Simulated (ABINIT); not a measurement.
# KC (P6_3/mmc) in ABINIT: single point with LDA

Aim: the single point of KC with LDA.

Everything below comes from runs of ABINIT 10.8.3 (patched build). Logs are shortened: lines on timing, memory, paths and dates and some standing lists are left out, and cuts for length are marked. The log counts tension as positive stress, the text compression.

## Step 1: Starting point

Symmetry: P6_3/mmc, No. 194, hexagonal system. Conventional cell: a = 5.107 Å, b = 5.107 Å, c = 5.903 Å, α = 90.00°, β = 90.00°, γ = 120.00°. K (site symmetry -6m2) has 5 C at 2.95 Å as nearest neighbours. C (site symmetry -6m2) is surrounded by 5 K at 2.95 Å.

The cell was built by a generator and needn't be a form met in nature.

## Step 2: Single point, LDA

run.abi

```
# Pseudopotentials
pp_dirpath "./"
pseudos "K.upf, C.upf"

# Structure
acell 5.1071 5.1071014379 5.90317 Angstrom
rprim
     1.0000000000     0.0000000000     0.0000000000
    -0.4999998592     0.8660254851     0.0000000000
     0.0000000000     0.0000000000     1.0000000000
ntypat 2
znucl 19 6
natom 4
typat 1 1 2 2
xred
     0.3333300000     0.6666700000     0.2500000000
     0.6666700000     0.3333300000     0.7500000000
     0.3333300000     0.6666700000     0.7500000000
     0.6666700000     0.3333300000     0.2500000000

# Plane-wave basis
ecut 41.0

# k points
kptopt 1
ngkpt 4 4 4
nshiftk 1
shiftk 0.0 0.0 0.0

# Exchange and correlation
ixc 7

# Bands and occupations
nband 17
occopt 3
tsmear 0.05 eV

# SCF cycle
nstep 100
tolvrs 1.0e-10

# Output
iomode 3
prtwf 0
prteig 0
prtebands 0
prtvol 2
prtden 1
prtvha 1
prtvclmb 1
prtpot 1
prtelf 1
```

Potentials or basis: PseudoDojo NC SR LDA v0.4.1 standard.

Command:

```
> mpirun --bind-to none -np 4 abinit run.abi > log 2>&1
```

run.abo:

```text
.Version 10.8.3 of ABINIT
 Symmetries : space group Cm c m (# 63); Bravais oC (1-face-center ortho.)
================================================================================
 Values of the parameters that define the memory need of the present run
     intxc =       0    ionmov =       0      iscf =       7    lmnmax =       6
     lnmax =       6     mgfft =      72  mpssoang =       3    mqgrid =    3216
     natom =       4  nloc_mem =       1    nspden =       1   nspinor =       1
    nsppol =       1      nsym =       8    n1xccc =    2501    ntypat =       2
    occopt =       3   xclevel =       1
       mpw =       11303          nfft =      259200          nkpt =          21
================================================================================
================================================================================

--------------------------------------------------------------------------------
------------- Echo of variables that govern the present computation ------------
--------------------------------------------------------------------------------
 -outvars: echo values of preprocessed input variables --------
            acell      9.6510216563E+00  9.6510216563E+00  1.1155374575E+01 Bohr
              amu      3.90983000E+01  1.20110000E+01
             ecut      4.10000000E+01 Hartree
              ixc           7
         kptrlatt        4    0    0      0    4    0      0    0    4
          kptrlen      3.86040866E+01
            natom           4
            nband          17
            ngfft          60      60      72
             nkpt          21
            nstep         100
             nsym           8
           ntypat           2
           occopt           3
        prtebands           0
           prteig           0
           prtelf           1
           prtpot           1
         prtvclmb           1
           prtvha           1
           prtvol           2
            prtwf           0
            rprim      1.0000000000E+00  2.4384719862E-07  0.0000000000E+00
                      -5.0000007037E-01  8.6602536316E-01  0.0000000000E+00
                       0.0000000000E+00  0.0000000000E+00  1.0000000000E+00
          spgroup          63
           tolvrs      1.00000000E-10
           tsmear      1.83746611E-03 Hartree
            typat      1  1  2  2
           xangst     -2.5775086348E-05  2.9486009946E+00  1.4757925000E+00
                       2.5535757752E+00  1.4742790056E+00  4.4273775000E+00
                      -2.5775086348E-05  2.9486009946E+00  4.4273775000E+00
                       2.5535757752E+00  1.4742790056E+00  1.4757925000E+00
            xcart     -4.8707854069E-05  5.5720483344E+00  2.7888436437E+00
                       4.8255588569E+00  2.7859835538E+00  8.3665309310E+00
                      -4.8707854069E-05  5.5720483344E+00  8.3665309310E+00
                       4.8255588569E+00  2.7859835538E+00  2.7888436437E+00
             xred      3.3333000000E-01  6.6667000000E-01  2.5000000000E-01
                       6.6667000000E-01  3.3333000000E-01  7.5000000000E-01
                       3.3333000000E-01  6.6667000000E-01  7.5000000000E-01
                       6.6667000000E-01  3.3333000000E-01  2.5000000000E-01
            znucl       19.00000    6.00000

================================================================================

 chkinp: Checking input parameters for consistency.

================================================================================
== DATASET  1 ==================================================================

--- !DatasetInfo
iteration_state: {dtset: 1, }
dimensions: {natom: 4, nkpt: 21, mband: 17, nsppol: 1, nspinor: 1, nspden: 1, mpw: 11303, }
cutoff_energies: {ecut:  41.0, pawecutdg:  -1.0, }
electrons: {nelect:   2.60000000E+01, charge:   0.00000000E+00, occopt:   3.00000000E+00, tsmear:   1.83746611E-03, }
meta: {optdriver: 0, ionmov: 0, optcell: 0, iscf: 7, paral_kgb: 0, }
...

 Exchange-correlation functional for the present dataset will be:
  LDA: Perdew-Wang 92 LSD fit to Ceperley-Alder data - ixc=7
  J.P.Perdew and Y.Wang, PRB 45, 13244 (1992)

 Real(R)+Recip(G) space primitive vectors, cartesian coordinates (Bohr,Bohr^-1):
 R(1)=  9.6510217  0.0000024  0.0000000  G(1)=  0.1036160  0.0598227  0.0000000
 R(2)= -4.8255115  8.3580295  0.0000000  G(2)= -0.0000000  0.1196454  0.0000000
 R(3)=  0.0000000  0.0000000 11.1553746  G(3)=  0.0000000  0.0000000  0.0896429
 Unit cell volume ucvol=  8.9983195E+02 bohr^3
 Angles (23,13,12)=  9.00000000E+01  9.00000000E+01  1.19999991E+02 degrees

 getcut: wavevector=  0.0000  0.0000  0.0000  ngfft=  60  60  72
         ecut(hartree)=     41.000   => boxcut(ratio)=   2.15685

--- Pseudopotential description ------------------------------------------------
- pspini: atom type   1  psp file is ./K.upf
12 -1012 2 -1 2170                            pspcod,pspxc,lmax,lloc,mmax
     nproj     2     2     2

[... 98 lines left out ...]
  5.90E-16
   0.2500  0.0000  0.0000    1  3.77443E-15 kpt; spin; max resid(k); each band:
  3.52E-15 3.51E-15 3.26E-16 1.28E-15 3.04E-15 1.26E-15 3.04E-15 3.13E-16
  2.81E-16 1.01E-16 5.21E-16 1.47E-16 3.48E-16 2.80E-16 1.51E-16 3.40E-16
  3.77E-15
   0.5000  0.0000  0.0000    1  2.64383E-11 kpt; spin; max resid(k); each band:
  3.53E-15 3.53E-15 1.30E-15 3.01E-15 3.16E-16 1.29E-15 2.98E-16 3.08E-15
  9.88E-17 1.56E-16 5.57E-16 1.73E-16 3.33E-16 1.09E-16 2.69E-16 2.20E-16
  2.64E-11
   0.2500  0.2500  0.0000    1  2.82321E-09 kpt; spin; max resid(k); each band:
  3.53E-15 3.52E-15 1.31E-15 1.74E-15 3.19E-16 2.61E-15 2.95E-16 3.03E-15
  1.40E-16 1.55E-16 5.13E-16 2.49E-16 1.44E-16 1.21E-16 2.58E-16 2.83E-16
  2.82E-09
   0.5000  0.2500  0.0000    1  1.89126E-09 kpt; spin; max resid(k); each band:
[... 52 lines left out ...]
  3.53E-15 3.53E-15 8.30E-16 8.21E-16 3.02E-15 3.03E-15 9.47E-16 8.88E-16
  1.36E-16 1.55E-16 2.92E-16 2.76E-16 3.00E-16 4.63E-16 1.56E-16 1.25E-16
  6.86E-15
   0.5000  0.2500  0.5000    1  6.32709E-15 kpt; spin; max resid(k); each band:
  3.52E-15 3.54E-15 1.59E-15 1.57E-15 1.69E-15 1.68E-15 1.46E-15 1.46E-15
  2.15E-16 2.11E-16 3.17E-16 2.47E-16 4.15E-16 2.81E-16 1.02E-16 1.15E-16
  6.33E-15
  -0.2500  0.2500  0.5000    1  7.43812E-15 kpt; spin; max resid(k); each band:
  3.53E-15 3.50E-15 1.93E-15 1.95E-15 2.97E-16 2.97E-16 2.46E-15 2.47E-15
  2.65E-16 2.14E-16 2.38E-16 3.64E-16 1.29E-16 1.43E-16 1.68E-16 1.92E-16
  7.44E-15
   0.5000  0.5000  0.5000    1  7.13178E-15 kpt; spin; max resid(k); each band:
  3.54E-15 3.52E-15 2.26E-15 2.26E-15 2.94E-16 2.94E-16 2.09E-15 2.11E-15
  2.87E-16 2.75E-16 2.87E-16 2.41E-16 2.10E-16 2.16E-16 2.50E-16 1.87E-16
  7.13E-15
 reduced coordinates (array xred) for    4 atoms
       0.333330000000      0.666670000000      0.250000000000
       0.666670000000      0.333330000000      0.750000000000
       0.333330000000      0.666670000000      0.750000000000
       0.666670000000      0.333330000000      0.250000000000
 rms dE/dt=  8.0334E-06; max dE/dt=  1.1758E-05; dE/dt below (all hartree)
    1      -0.000011758158      0.000011758158      0.000000000000
    2       0.000011758158     -0.000011758158      0.000000000000
    3      -0.000007439767      0.000007439767      0.000000000000
    4       0.000007439767     -0.000007439767      0.000000000000

 cartesian coordinates (angstrom) at end:
    1     -0.00002577508635     2.94860099461580     1.47579250000000
    2      2.55357577521623     1.47427900559645     4.42737750000000
    3     -0.00002577508635     2.94860099461580     4.42737750000000
    4      2.55357577521623     1.47427900559645     1.47579250000000

 cartesian forces (hartree/bohr) at end:
    1      0.00000121833318    -0.00000070340473    -0.00000000000000
    2     -0.00000121833318     0.00000070340473    -0.00000000000000
    3      0.00000077087886    -0.00000044506695    -0.00000000000000
    4     -0.00000077087886     0.00000044506695    -0.00000000000000
 frms,max,avg= 6.7963872E-07 1.2183332E-06   0.000E+00  0.000E+00  0.000E+00 h/b

 cartesian forces (eV/Angstrom) at end:
    1      0.00006264921102    -0.00003617052527    -0.00000000000000
    2     -0.00006264921102     0.00003617052527    -0.00000000000000
    3      0.00003964018457    -0.00002288626264    -0.00000000000000
    4     -0.00003964018457     0.00002288626264    -0.00000000000000
 frms,max,avg= 3.4948428E-05 6.2649211E-05   0.000E+00  0.000E+00  0.000E+00 e/A
 length scales=  9.651021656345  9.651021656345 11.155374574675 bohr
              =  5.107100719005  5.107100719005  5.903170000000 angstroms
 Fermi (or HOMO) energy (hartree) =   0.00861   Average Vxc (hartree)=  -0.26724
 Eigenvalues (hartree) for nkpt=  21  k points:
 kpt#   1, nband= 17, wtk=  0.01563, kpt=  0.0000  0.0000  0.0000 (reduced coord)
  -1.05776   -1.05687   -0.46371   -0.46049   -0.46048   -0.45767   -0.45767   -0.45645
  -0.29366   -0.28104   -0.00140    0.00675    0.00675    0.01397    0.01397    0.03385
   0.11934
      occupation numbers for kpt#   1
   2.00000    2.00000    2.00000    2.00000    2.00000    2.00000    2.00000    2.00000
   2.00000    2.00000    1.99142    1.46627    1.46626    0.10237    0.10232    0.00000
   0.00000
 kpt#   2, nband= 17, wtk=  0.06250, kpt=  0.2500  0.0000  0.0000 (reduced coord)
  -1.05762   -1.05696   -0.46272   -0.46167   -0.46097   -0.45931   -0.45759   -0.45732
  -0.28879   -0.27947   -0.00301    0.00237    0.00628    0.00802    0.02022    0.02813
   0.15236
      occupation numbers for kpt#   2
   2.00000    2.00000    2.00000    2.00000    2.00000    2.00000    2.00000    2.00000
   2.00000    2.00000    1.99641    1.93508    1.56090    1.15968    0.00359    0.00005
   0.00000
 kpt#   3, nband= 17, wtk=  0.03125, kpt=  0.5000  0.0000  0.0000 (reduced coord)
[... 136 lines left out ...]
  -1.05729   -1.05729   -0.46425   -0.46425   -0.45927   -0.45927   -0.45753   -0.45753
  -0.27825   -0.27825   -0.01540   -0.01540    0.01090    0.01090    0.01255    0.01255
   0.18441
      occupation numbers for kpt#  20
   2.00000    2.00000    2.00000    2.00000    2.00000    2.00000    2.00000    2.00000
   2.00000    2.00000    2.00000    2.00000    0.44530    0.44530    0.20957    0.20957
   0.00000
 kpt#  21, nband= 17, wtk=  0.01563, kpt=  0.5000  0.5000  0.5000 (reduced coord)
  -1.05726   -1.05726   -0.46610   -0.46610   -0.45947   -0.45947   -0.45681   -0.45681
  -0.27514   -0.27514   -0.02136   -0.02136    0.01347    0.01347    0.01398    0.01398
   0.18816
      occupation numbers for kpt#  21
   2.00000    2.00000    2.00000    2.00000    2.00000    2.00000    2.00000    2.00000
   2.00000    2.00000    2.00000    2.00000    0.13234    0.13234    0.10172    0.10172
   0.00000
 Total charge density [el/Bohr^3]
)     Maximum=    5.6043E-01  at reduced coord.    0.7167    0.2833    0.7500
)Next maximum=    5.6043E-01  at reduced coord.    0.2833    0.7167    0.2500
)     Minimum=    5.9344E-04  at reduced coord.    0.0000    0.0000    0.0000
)Next minimum=    5.9344E-04  at reduced coord.    0.0000    0.0000    0.5000
   Integrated=    2.6000E+01

--- !EnergyTerms
iteration_state     : {dtset: 1, }
comment             : Components of total free energy in Hartree
kinetic             :  2.74139200486753E+01
hartree             :  1.97877123638865E+01
xc                  : -1.61589568590679E+01
Ewald energy        : -4.10683569202759E+01
psp_core            :  7.26312075919727E-01
local_psp           : -7.07327348833327E+01
non_local_psp       :  8.59138130282177E+00
internal            : -7.14407228713732E+01
'-kT*entropy'       : -4.79740651527634E-03
total_energy        : -7.14455202778884E+01
total_energy_eV     : -1.94413164782669E+03
band_energy         : -1.08946232839917E+01
...

 Cartesian components of stress tensor (hartree/bohr^3)
  sigma(1 1)=  6.12266946E-05  sigma(3 2)=  0.00000000E+00
  sigma(2 2)=  6.12193842E-05  sigma(3 1)=  0.00000000E+00
  sigma(3 3)=  7.79506401E-05  sigma(2 1)= -6.33098121E-09

-Cartesian components of stress tensor (GPa)         [Pressure= -1.9653E+00 GPa]
- sigma(1 1)=  1.80135155E+00  sigma(3 2)=  0.00000000E+00
- sigma(2 2)=  1.80113647E+00  sigma(3 1)=  0.00000000E+00
- sigma(3 3)=  2.29338701E+00  sigma(2 1)= -1.86263898E-04

== END DATASET(S) ==============================================================
================================================================================

 -outvars: echo values of variables after computation  --------
            acell      9.6510216563E+00  9.6510216563E+00  1.1155374575E+01 Bohr
           etotal     -7.1445520278E+01
            fcart      1.2183331798E-06 -7.0340472527E-07 -0.0000000000E+00
                      -1.2183331798E-06  7.0340472527E-07 -0.0000000000E+00
                       7.7087885597E-07 -4.4506694793E-07 -0.0000000000E+00
                      -7.7087885597E-07  4.4506694793E-07 -0.0000000000E+00
            rprim      1.0000000000E+00  2.4384719862E-07  0.0000000000E+00
                      -5.0000007037E-01  8.6602536316E-01  0.0000000000E+00
                       0.0000000000E+00  0.0000000000E+00  1.0000000000E+00
           strten      6.1226694591E-05  6.1219384198E-05  7.7950640092E-05
                       0.0000000000E+00  0.0000000000E+00 -6.3309812145E-09
           xangst     -2.5775086348E-05  2.9486009946E+00  1.4757925000E+00
                       2.5535757752E+00  1.4742790056E+00  4.4273775000E+00
                      -2.5775086348E-05  2.9486009946E+00  4.4273775000E+00
                       2.5535757752E+00  1.4742790056E+00  1.4757925000E+00
             xred      3.3333000000E-01  6.6667000000E-01  2.5000000000E-01
                       6.6667000000E-01  3.3333000000E-01  7.5000000000E-01
                       3.3333000000E-01  6.6667000000E-01  7.5000000000E-01
                       6.6667000000E-01  3.3333000000E-01  2.5000000000E-01
 Calculation completed.
```

Run time: 1.7 min. Hardware: 4 MPI ranks of Intel Xeon at 2.70GHz, shared host; peak memory 0.52 GiB.

What came out:

```
Free energy                                           : -1944.1316 eV
Pressure                                              : -2.0 GPa
Band gap on the k mesh                                : none (metal or under the smearing width)
Valence electrons inside the program's atomic spheres : K 6.91; C 3.04
```
